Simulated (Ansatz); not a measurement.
# ZnAg2SnSe4: the cost of one run

Program: Ansatz 0.2.0. Level of theory: DFT PBEsol, scalar-relativistic, plane waves, PAW. These are calculated values, not measurements.

## (1) Starting point

Symmetry: I-42m, No. 121, tetragonal system. Conventional cell: a = 5.772 Å, b = 5.772 Å, c = 12.310 Å, α = 90.00°, β = 90.00°, γ = 90.00°. Around Zn (site symmetry -42m) lie 4 Se at 2.47 Å. Ag (site symmetry -4) is surrounded by 4 Se at 2.59 Å. Sn (site symmetry -42m) has 4 Se at 2.58 Å in its first shell of neighbours. Se (site symmetry m) has 1 Zn at 2.47 Å and 1 Sn at 2.58 Å and 2 Ag at 2.59 Å in its first shell of neighbours.

As a file:

```cif
data_structure
_symmetry_space_group_name_H-M 'I-42m'
_symmetry_Int_Tables_number 121
_cell_length_a 5.7721
_cell_length_b 5.7721
_cell_length_c 12.3097
_cell_angle_alpha 90.000
_cell_angle_beta 90.000
_cell_angle_gamma 90.000
_cell_volume 410.13
loop_
_atom_site_label
_atom_site_type_symbol
_atom_site_symmetry_multiplicity
_atom_site_Wyckoff_symbol
_atom_site_fract_x
_atom_site_fract_y
_atom_site_fract_z
_atom_site_occupancy
Zn1 Zn 2 a 0.00000 0.00000 0.00000 1
Ag1 Ag 4 d 0.00000 0.50000 0.25000 1
Sn1 Sn 2 b 0.50000 0.50000 0.00000 1
Se1 Se 8 i 0.74149 0.25851 0.37945 1
```

It goes back to an entry of the Materials Project, which need not be the stable form.

This cell was relaxed beforehand with the same method: volume 25.63 Å³/atom, gap on the mesh none (metal).

## (2) Volume × 0.97

input.yaml reads:

```yaml
crystal:
  lattice:
    - [-2.8569150245, 2.8569150245, 6.0926832573]
    - [2.8569150245, -2.8569150245, 6.0926832573]
    - [2.8569150245, 2.8569150245, -6.0926832573]
  atoms:
    - { symbol: Zn, position: [0.0, 0.0, 0.0] }
    - { symbol: Ag, position: [0.75, 0.25, 0.5] }
    - { symbol: Ag, position: [0.25, 0.75, 0.5] }
    - { symbol: Sn, position: [0.5, 0.5, 0.0] }
    - { symbol: Se, position: [0.6379577314, 0.1209403447, 0.0] }
    - { symbol: Se, position: [0.1209403447, 0.6379577314, 0.0] }
    - { symbol: Se, position: [0.3620422686, 0.3620422686, 0.4829826133] }
    - { symbol: Se, position: [0.8790596553, 0.8790596553, 0.5170173867] }
basis:
  ecutwfc: 420
kpoints:
  mp_grid: { grid: [8, 8, 8] }
hamiltonian:
  xc: pbesol
scf:
  occupations: { method: gaussian, width: 0.1 }
output:
  forces: true
  stress: true
  eigenvalues: true
relax:
  adjacent_minimum: "off"
  f_tol: 0.01
  max_steps: 30
  cell: { stress_tol: 0.1, fix: [volume] }
```

Launch:

```sh
$ ansatz run input.yaml --threads 2 --pin off --max-ram 5120MiB --backend cpu --events-out ev --progress --plain --runs-dir out
```

What time and memory should one allow on 2 threads of Arm Neoverse V1, shared host?

About 3.8 min, with a peak of 0.98 GiB.
